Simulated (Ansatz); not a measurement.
**CH₆AlFO₂Si: ionisation energy by level of theory**

The task here is to estimate one member of a computed series from the others.

Computed with Ansatz 0.2.0, Gaussian basis. Level: unrestricted cation, the program's frozen cores in correlated methods.

The runs, in order: UKS PBE-D4/def2-TZVPP; UKS r2SCAN-D4/def2-TZVPP; UKS PBE0-D4/def2-TZVPP; UKS B3LYP-D4/def2-TZVPP; UKS wB97X-V/def2-TZVPP; UKS wB97M-V/def2-TZVPP; UKS B2PLYP/def2-TZVPP; UHF-CCSD(T)/def2-TZVPP; UHF-MP2/def2-QZVPP; extrapolation to the limit; then −ε(HOMO) from the neutral's earlier runs with LDA (SPW92), PBE-D4, revPBE-D4, BLYP-D4, r2SCAN-D4, B97M-V, PBE0-D4, B3LYP-D4, r2SCANh-D4, r2SCAN0-D4, HSE06-D4, BHLYP-D4, CAM-B3LYP-D4, LC-ωPBE, ωB97X-V, ωB97M-V.

### Structure used throughout

An earlier PBE0-D4 in a triple-zeta def2 set relaxation fixed the geometry.

SMILES `C[O][Al]([F])[O][SiH3]`, 12 atoms, charge 0, spin multiplicity 1.

Atoms are counted from 1 here; the program's logs count them from 0.

Bond lengths: C1–O2 1.400 Å, C1–H7 1.094 Å, C1–H8 1.094 Å, C1–H9 1.096 Å, O2–Al3 1.668 Å, Al3–F4 1.638 Å, Al3–O5 1.669 Å, O5–Si6 1.626 Å, Si6–H10 1.486 Å, Si6–H11 1.487 Å, Si6–H12 1.486 Å. Angles: O2–C1–H7 109.8°, O2–C1–H8 109.9°, O2–C1–H9 112.6°, H7–C1–H8 108.0°, H7–C1–H9 108.2°, H8–C1–H9 108.2°, C1–O2–Al3 134.6°, O2–Al3–F4 117.9°, O2–Al3–O5 122.3°, F4–Al3–O5 119.8°, Al3–O5–Si6 170.0°, O5–Si6–H10 110.0°, O5–Si6–H11 109.6°, O5–Si6–H12 110.3°, H10–Si6–H11 108.9°, H10–Si6–H12 109.1°, H11–Si6–H12 108.9°.

Coordinates:

```mol
CH6AlFO2Si
  3D, bonds by distance, orders not assigned

 12 11  0  0  0  0  0  0  0  0999 V2000
   -0.0799    1.9959    1.4483 C   0  0
    0.9167    1.6980    0.5109 O   0  0
    1.1854    0.4420   -0.5540 Al  0  0
    2.5247    0.5077   -1.4952 F   0  0
    0.1438   -0.8555   -0.6822 O   0  0
   -0.6928   -2.2110   -1.0081 Si  0  0
   -0.5497    2.9524    1.1997 H   0  0
    0.3623    2.0848    2.4452 H   0  0
   -0.8629    1.2299    1.4879 H   0  0
    0.0372   -3.3969   -0.4882 H   0  0
   -2.0267   -2.1416   -0.3555 H   0  0
   -0.8813   -2.3611   -2.4749 H   0  0
  1  2  8  0
  2  3  8  0
  3  4  8  0
  3  5  8  0
  5  6  8  0
  1  7  8  0
  1  8  8  0
  1  9  8  0
  6 10  8  0
  6 11  8  0
  6 12  8  0
M  END
```

Set-up of the first run:

in.yaml

```yaml
crystal:
  periodic: [false, false, false]
  atoms:
    - {symbol: C, position_ang: [-0.079876, 1.995927, 1.448321]}
    - {symbol: O, position_ang: [0.916690, 1.698029, 0.510868]}
    - {symbol: Al, position_ang: [1.185351, 0.441993, -0.553977]}
    - {symbol: F, position_ang: [2.524691, 0.507676, -1.495247]}
    - {symbol: O, position_ang: [0.143831, -0.855490, -0.682242]}
    - {symbol: Si, position_ang: [-0.692802, -2.210953, -1.008076]}
    - {symbol: H, position_ang: [-0.549658, 2.952414, 1.199743]}
    - {symbol: H, position_ang: [0.362278, 2.084811, 2.445229]}
    - {symbol: H, position_ang: [-0.862920, 1.229852, 1.487918]}
    - {symbol: H, position_ang: [0.037227, -3.396884, -0.488192]}
    - {symbol: H, position_ang: [-2.026729, -2.141603, -0.355532]}
    - {symbol: H, position_ang: [-0.881283, -2.361071, -2.474913]}
basis:
  gaussian: {orbitals: def2-TZVPP}
total_charge: 1
magnetization: {spin_polarized: true, initial_magnetization: 1}
hamiltonian: {xc: pbe, dispersion: d4}
```

Started as:

```bash
ansatz run in.yaml --threads 2 --pin off --events-out ev --progress --plain --max-ram 32768MiB --backend cuda --devices 0, --max-vram 18GiB
```

Among the steps run: Cation, UKS PBE-D4/def2-TZVPP; Cation, UKS r2SCAN-D4/def2-TZVPP; Cation, UKS PBE0-D4/def2-TZVPP; Cation, UKS B3LYP-D4/def2-TZVPP; Cation, UKS wB97X-V/def2-TZVPP; Cation, UKS wB97M-V/def2-TZVPP; Cation, UKS B2PLYP (frozen core)/def2-TZVPP; Cation, UHF-CCSD(T)/def2-TZVPP; Cation, UHF-MP2/def2-QZVPP.

One table of the session follows, with a row left open; its other results are not shown here.

Orbital estimates, from the neutral's runs:

```
  functional  −ε(HOMO) (eV)
 LDA (SPW92)           7.08
      PBE-D4           6.93
   revPBE-D4           6.87
     BLYP-D4           6.84
   r2SCAN-D4           7.25
      B97M-V           7.36
     PBE0-D4           8.47
    B3LYP-D4           8.23
  r2SCANh-D4           7.83
  r2SCAN0-D4           8.70
    HSE06-D4           8.06
    BHLYP-D4           9.97
CAM-B3LYP-D4           9.95
     LC-ωPBE          11.31
     ωB97X-V              ?
     ωB97M-V          10.89
```

**Question.** Estimate the row for ωB97X-V.

**Answer.** −ε(HOMO) (eV): 10.96. In the column «−ε(HOMO) (eV)» it lies between ωB97M-V (10.89) and LC-ωPBE (11.31).

Caveats from the session: The cation may have settled in a state other than its lowest; no search over hole states beyond the program's own was made.
